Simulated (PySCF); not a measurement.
# C6H8FNP+: magnetic properties

What do calculations give for the magnetic properties of C6H8FNP+ (`CC1=C(F)[P@@H+]1CCC#N`)?

Programs: PySCF 2.14.0, with routines of our own; each step states its level. All values are computed. Atoms count from 0.

## Step 1: The system as given

17 atoms, charge 1, multiplicity 1; geometry from: GFN2-xTB.

## Step 2: Magnetic properties: GIAO PBE/pcSseg-1

The job: settings as JSON, then the geometry in Å.

```
{"job": {"kind": "mag", "xc": "PBE", "basis": "pcSseg-1", "isotopologues": 0}, "charge": 1, "multiplicity": 1}
C     -2.282376     1.104137     0.036187
C     -1.586957    -0.174190     0.043494
C     -1.621124    -1.484486     0.309287
F     -2.356097    -2.455061     0.755038
P     -0.014223    -1.018937    -0.298559
C      1.457408    -0.915264     0.797498
C      2.324289     0.297647     0.411501
C      1.458607     1.443503     0.280494
N      0.682884     2.275458     0.172089
H     -1.601415     1.911042     0.309894
H     -3.127639     1.072005     0.721692
H     -2.652873     1.323082    -0.966578
H      0.280595    -1.329949    -1.616895
H      1.080103    -0.813414     1.821789
H      2.030600    -1.845773     0.727285
H      3.075872     0.483944     1.182690
H      2.845348     0.138287    -0.537142
```

Method: GIAO PBE/pcSseg-1 magnetisability, rotational g tensor and spin-rotation constants, non-relativistic, gas phase.

Started as:

```sh
$ OMP_NUM_THREADS=1 python excited_run.py task.json out
```

This one command runs all jobs of the session in turn.

Output:

```text
coarse grid: 15248 points
cycle   1  E = -728.1730299100  dE =  1.511e+00  |g| = 7.101e-01  |ddm| = 4.011e+00
cycle   2  E = -727.6592359551  dE =  5.138e-01  |g| = 1.618e+00  |ddm| = 2.336e+00
cycle   3  E = -728.2565918325  dE = -5.974e-01  |g| = 4.009e-01  |ddm| = 1.725e+00
cycle   4  E = -728.2894055691  dE = -3.281e-02  |g| = 1.309e-01  |ddm| = 3.273e-01
cycle   5  E = -728.2926650813  dE = -3.260e-03  |g| = 4.795e-02  |ddm| = 1.350e-01
cycle   6  E = -728.2930941256  dE = -4.290e-04  |g| = 1.847e-02  |ddm| = 4.633e-02
cycle   7  E = -728.2931595921  dE = -6.547e-05  |g| = 9.006e-03  |ddm| = 2.151e-02
cycle   8  E = -728.2931772662  dE = -1.767e-05  |g| = 1.693e-03  |ddm| = 9.220e-03
cycle   9  E = -728.2931778357  dE = -5.695e-07  |g| = 4.311e-04  |ddm| = 1.951e-03
final grid: 144752 points
cycle  10  E = -728.3731947305  dE = -3.509e-05  |g| = 1.398e-02  |ddm| = 4.439e-02
cycle  11  E = -728.3730909766  dE =  1.038e-04  |g| = 2.481e-02  |ddm| = 3.600e-02
cycle  12  E = -728.3732366660  dE = -1.457e-04  |g| = 5.390e-03  |ddm| = 2.704e-02
cycle  13  E = -728.3732433112  dE = -6.645e-06  |g| = 1.296e-03  |ddm| = 5.008e-03
cycle  14  E = -728.3732436619  dE = -3.507e-07  |g| = 4.934e-04  |ddm| = 1.420e-03
cycle  15  E = -728.3732437082  dE = -4.634e-08  |g| = 1.712e-04  |ddm| = 4.002e-04
cycle  16  E = -728.3732437143  dE = -6.086e-09  |g| = 6.186e-05  |ddm| = 1.949e-04
cycle  17  E = -728.3732437153  dE = -9.670e-10  |g| = 1.505e-05  |ddm| = 8.844e-05
converged SCF energy = -728.3732437153

Magnetisability tensor (1e-30 J/T^2)
    -1305.96       70.63      -80.68
       70.63    -1354.33      -15.36
      -80.68      -15.36    -1374.33
isotropic -1344.88   principal values   -1439.12  -1377.17  -1218.33
isotropic susceptibility -80.990 1e-6 cm^3/mol

Inertial axes            a          b          c
rot. const./GHz      2.1544     1.0040     0.7385
chi total           -75.449    -84.978    -82.543
chi diamagnetic    -674.662  -1201.046  -1634.193
chi paramagnetic    599.213   1116.068   1551.649
quadrupole/D A        2.635      3.311     -5.946
g nuclear            0.5956     0.5257     0.5388
g electronic        -0.6065    -0.5264    -0.5383
g total             -0.0109    -0.0008     0.0005

Spin-rotation constants (kHz, H = +C I.J)
atom  isotope        aa         bb         cc
  3    19F        3.037      1.714      0.134
  4    31P        3.193      1.544      0.657
  8    14N        0.496      0.030      0.165
  9     1H       -0.016     -0.085     -0.082
 10     1H       -0.138     -0.091     -0.049
 11     1H       -0.271     -0.080     -0.020
 12     1H       -0.243     -0.111      0.017
 13     1H       -0.254     -0.129      0.002
 14     1H       -0.270      0.022     -0.093
 15     1H       -0.126     -0.111     -0.045
 16     1H       -0.207     -0.120     -0.014
  0    13C*       0.318      0.133      0.092
  1    13C*       0.781      0.315      0.137
  2    13C*       0.942      0.291      0.218
  5    13C*       0.377      0.189      0.126
  6    13C*       0.301      0.128      0.107
  7    13C*       0.959      0.008      0.339
* in the singly substituted isotopologue
```

Run time: 61 s. Hardware: 1 thread of Arm Neoverse V1, shared host; peak memory 0.69 GiB.

From this job:

```tsv
quantity	value
magnetisability	-1345·10⁻³⁰ J/T²
molar susceptibility	-81.0·10⁻⁶ cm³/mol
rotational g (a, b, c)	-0.0109, -0.0008, 0.0005
```

The fields below are evaluated on a grid from the run's orbitals.

Frontier orbitals at PBE/pcSseg-1, with the share of their density that lies nearest to each atom:

```tsv
orbital	energy (eV)	lies on
HOMO	-11.99	C1, C2 about 24 % each; F3 13 %; H11 8 %
LUMO	-6.97	P4 33 %; C1, C2 about 15 % each; H12 12 %
```

ELF in a plane through or near 9 of the atoms.

Values, 10 rows by 14 columns:
```
0.00 0.00 0.00 0.00 0.00 0.00 0.00 0.00 0.00 0.00 0.00 0.00 0.00 0.00
0.00 0.00 0.00 0.00 0.00 0.01 0.11 0.09 0.00 0.00 0.00 0.00 0.00 0.00
0.00 0.00 0.00 0.00 0.08 0.36 0.83 0.93 0.10 0.01 0.00 0.00 0.00 0.00
0.00 0.00 0.01 0.05 0.29 0.37 0.71 0.82 0.20 0.99 0.26 0.04 0.00 0.00
0.00 0.00 0.36 0.86 0.10 0.83 0.43 0.04 0.16 0.32 0.46 0.61 0.04 0.00
0.00 0.00 0.03 0.22 0.72 0.73 0.60 0.69 0.52 0.44 0.26 0.17 0.01 0.00
0.00 0.00 0.00 0.73 0.99 0.74 0.75 0.63 0.31 0.72 0.05 0.00 0.00 0.00
0.00 0.00 0.00 0.36 0.94 0.17 0.11 0.31 0.31 0.77 0.64 0.06 0.00 0.00
0.00 0.00 0.00 0.00 0.00 0.00 0.00 0.00 0.28 0.66 0.25 0.01 0.00 0.00
0.00 0.00 0.00 0.00 0.00 0.00 0.00 0.00 0.00 0.00 0.00 0.00 0.00 0.00
```
The map spans 11.5 Å across and 10.7 Å up, centred on the molecule. Atoms in the plane (x, y in Å): C0 (2.4, 0.8), C1 (1.6, -0.3), C2 (1.4, -1.7), C5 (-1.6, -0.8), C6 (-2.3, 0.6), C7 (-1.3, 1.6), N8 (-0.4, 2.3), H9 (1.8, 1.7), H14 (-2.3, -1.6).

On the surface of density 0.002 e/bohr³ the electrostatic potential runs, from the 1st to the 99th percentile, from 1.84 V near N8 to 6.20 V near H12.

## Step 3: Magnetic properties: GIAO KT1/ANO-RCC-VDZP

Settings changed since step 2:

```diff
@@ -1,2 +1,2 @@
-{"job": {"kind": "mag", "xc": "PBE", "basis": "pcSseg-1", "isotopologues": 0}, "charge": 1, "multiplicity": 1}
+{"job": {"kind": "mag", "xc": "KT1", "basis": "ANO-RCC-VDZP", "scf": {"aux": "def2-qzvpp-jkfit"}}, "charge": 1, "multiplicity": 1}
 C     -2.282376     1.104137     0.036187
```

Method: GIAO KT1/ANO-RCC-VDZP magnetisability, rotational g tensor and spin-rotation constants, non-relativistic, gas phase.

Output:

```text
final grid: 144752 points
cycle   1  E = -735.4535682094  dE =  1.587e+00  |g| = 6.399e-01  |ddm| = 5.926e+00
cycle   2  E = -734.9815057971  dE =  4.721e-01  |g| = 1.524e+00  |ddm| = 2.262e+00
cycle   3  E = -735.5348087502  dE = -5.533e-01  |g| = 3.071e-01  |ddm| = 1.715e+00
cycle   4  E = -735.5542466481  dE = -1.944e-02  |g| = 1.209e-01  |ddm| = 3.690e-01
cycle   5  E = -735.5573795853  dE = -3.133e-03  |g| = 3.598e-02  |ddm| = 1.307e-01
cycle   6  E = -735.5576438331  dE = -2.642e-04  |g| = 1.156e-02  |ddm| = 4.154e-02
cycle   7  E = -735.5576738042  dE = -2.997e-05  |g| = 4.436e-03  |ddm| = 1.554e-02
cycle   8  E = -735.5576786193  dE = -4.815e-06  |g| = 1.289e-03  |ddm| = 5.714e-03
cycle   9  E = -735.5576789840  dE = -3.647e-07  |g| = 3.539e-04  |ddm| = 1.560e-03
cycle  10  E = -735.5576790115  dE = -2.751e-08  |g| = 1.402e-04  |ddm| = 5.449e-04
cycle  11  E = -735.5576790151  dE = -3.584e-09  |g| = 8.872e-05  |ddm| = 2.892e-04
cycle  12  E = -735.5576790174  dE = -2.340e-09  |g| = 9.282e-06  |ddm| = 1.215e-04
cycle  13  E = -735.5576790175  dE = -2.046e-11  |g| = 2.432e-06  |ddm| = 1.165e-05
converged SCF energy = -735.5576790175

Magnetisability tensor (1e-30 J/T^2)
    -1294.73       64.98      -72.36
       64.98    -1330.73      -17.54
      -72.36      -17.54    -1365.18
isotropic -1330.21   principal values   -1416.70  -1360.43  -1213.51
isotropic susceptibility -80.107 1e-6 cm^3/mol

Inertial axes            a          b          c
rot. const./GHz      2.1544     1.0040     0.7385
chi total           -74.855    -83.420    -82.047
chi diamagnetic    -673.954  -1200.605  -1632.953
chi paramagnetic    599.099   1117.185   1550.907
quadrupole/D A        2.785      3.914     -6.698
g nuclear            0.5956     0.5257     0.5388
g electronic        -0.6063    -0.5270    -0.5381
g total             -0.0108    -0.0013     0.0007

Spin-rotation constants (kHz, H = +C I.J)
atom  isotope        aa         bb         cc
  3    19F        2.717      1.566      0.048
  4    31P        2.864      1.355      0.607
  8    14N        0.445      0.031      0.146
  9     1H       -0.015     -0.087     -0.084
 10     1H       -0.141     -0.092     -0.050
 11     1H       -0.276     -0.081     -0.020
 12     1H       -0.243     -0.111      0.020
 13     1H       -0.256     -0.129      0.005
 14     1H       -0.274      0.026     -0.092
 15     1H       -0.119     -0.113     -0.044
 16     1H       -0.203     -0.121     -0.012
  0    13C*       0.273      0.120      0.080
  1    13C*       0.728      0.286      0.127
  2    13C*       0.859      0.269      0.200
  5    13C*       0.350      0.176      0.117
  6    13C*       0.265      0.117      0.096
  7    13C*       0.852      0.012      0.302
* in the singly substituted isotopologue
```

Wall time 2 min (1 thread of Arm Neoverse V1, shared host); peak memory 0.67 GiB.

In short:

```tsv
quantity	value
magnetisability	-1330·10⁻³⁰ J/T²
molar susceptibility	-80.1·10⁻⁶ cm³/mol
rotational g (a, b, c)	-0.0108, -0.0013, 0.0007
```

## Step 4: Magnetic properties side by side

```tsv
level	ξ (10⁻³⁰ J/T²)	g(a)	g(b)	gap (eV)	functions	time
GIAO PBE/pcSseg-1	-1345	-0.0109	-0.0008	5.02	200	61 s
GIAO KT1/ANO-RCC-VDZP	-1330	-0.0108	-0.0013	4.94	170	2 min
```

## Step 5: What came out

| quantity | value |
| --- | --- |
| magnetisability (step 2, GIAO PBE/pcSseg-1) | -1345·10⁻³⁰ J/T² |
| molar susceptibility (step 2, GIAO PBE/pcSseg-1) | -81.0·10⁻⁶ cm³/mol |
| rotational g (a, b, c) (step 2, GIAO PBE/pcSseg-1) | -0.0109, -0.0008, 0.0005 |
| magnetisability over the levels | -1345 to -1330·10⁻³⁰ J/T² |

What this shows: For an ion, the motion of the centre of mass in the field is left out. By nearest atom (PBE/pcSseg-1), the HOMO sits on C1, C2 about 24 % each; F3 13 % and the LUMO on P4 33 %; C1, C2 about 15 % each. The magnetisability spreads by 1.1 % over 2 levels, from GIAO PBE/pcSseg-1 (61 s) to GIAO KT1/ANO-RCC-VDZP (2 min); the runs took 61 s to 2 min. Two levels can agree by chance, so this spread shows no convergence. Vibrational averaging and real surroundings are missing from these values.
